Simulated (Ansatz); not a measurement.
**HfNCl (singlet): from Hartree-Fock to the top rungs at a displaced geometry (v2), def2-SVP**

An exercise on one series of results from a longer session: the logs are not shown, and one member is left open.

The runs use Ansatz 0.2.0, Gaussian basis; def2-SVP, core rule «outside noble gas», up to 10 orbitals frozen.

To be run: UHF; CCSD(T) on RHF; CCSD(T) on UHF; CISD; CCSDT(Q) on RHF; CASSCF and NEVPT2, 8 electrons in 8 orbitals.

11 further runs of the same task are left out: 2 that didn't finish, 9 set aside as unsound or not needed. Runs told in other sessions of the task aren't counted.

### The system

The geometry is a PBE0/def2-TZVP stationary point (not a proven minimum) with its atoms shifted at random (size 0.100 Å). No spin-orbit coupling is included. Elements past krypton take def2 core potentials.

3 atoms, charge 0, spin multiplicity 1.

Atoms are counted from 1 here; the program's logs count them from 0.

Bond lengths: Hf1–N2 1.731 Å, Hf1–Cl3 2.382 Å. Angles: N2–Hf1–Cl3 108.4°.

Geometry (Å):

```mol
ClHfN
  3D, bonds by distance, orders not assigned

  3  2  0  0  0  0  0  0  0  0999 V2000
    0.0239    0.1539    0.3154 Hf  0  0
   -0.1410   -1.3655    1.1271 N   0  0
   -0.0644   -0.2355   -2.0332 Cl  0  0
  1  2  8  0
  1  3  8  0
M  END
```

The first run:

The input, in.yaml:

```yaml
crystal:
  periodic: [false, false, false]
  atoms:
    - {symbol: Hf, position_ang: [0.023857, 0.153942, 0.315413]}
    - {symbol: N, position_ang: [-0.141017, -1.365506, 1.127069]}
    - {symbol: Cl, position_ang: [-0.064397, -0.235548, -2.033246]}
basis:
  gaussian: {orbitals: def2-SVP}
magnetization: {spin_polarized: true, initial_magnetization: 0}
hamiltonian: {xc: hf}
output: {orbitals: {seedname: orbitals}}
```

Run with:

```console
> ansatz run in.yaml --threads 1 --pin off --events-out ev --progress --plain --max-ram 2393MiB
```

Among the steps run: UHF; CCSD(T) on RHF; CCSD(T) on UHF; CISD; CCSDT(Q) on RHF; CASSCF and NEVPT2, 8 electrons in 8 orbitals.

One of the session's tables, all rows but one given; the rest of the session is left out.

| method | from RCCSDT(Q) (kJ/mol) |
| --- | --- |
| RHF | ? |
| UHF | +1093.3 |
| RMP2 | +15.0 |
| RCCSD | +60.6 |
| RCCSD(T) | +7.1 |
| RCCSDT | +6.6 |
| RCCSDT(Q) | 0 |

Q: Estimate the row for RHF from the others.

**Answer.** from RCCSDT(Q) (kJ/mol): +1148.1. In the column «from RCCSDT(Q) (kJ/mol)» it is the highest.

Not comparable, so not listed: CCSD(T) on UHF; CISD (they don't share determinant, frozen orbitals or solution with the rows shown, or repeat one).

Left out of the table: CASSCF frontier, NEVPT2 frontier (the active space lost an orbital or holds another state than full CI finds).

Caveats from the session: The determinant of HF (⟨S²⟩ 1.11) is far from a pure spin state, so its energy mixes those of several spin states; that is harmless only where they are near-degenerate. Warnings: restricted reference is unstable; spin contamination; large T1 diagnostic. Warnings in the runs' records: passed over end.
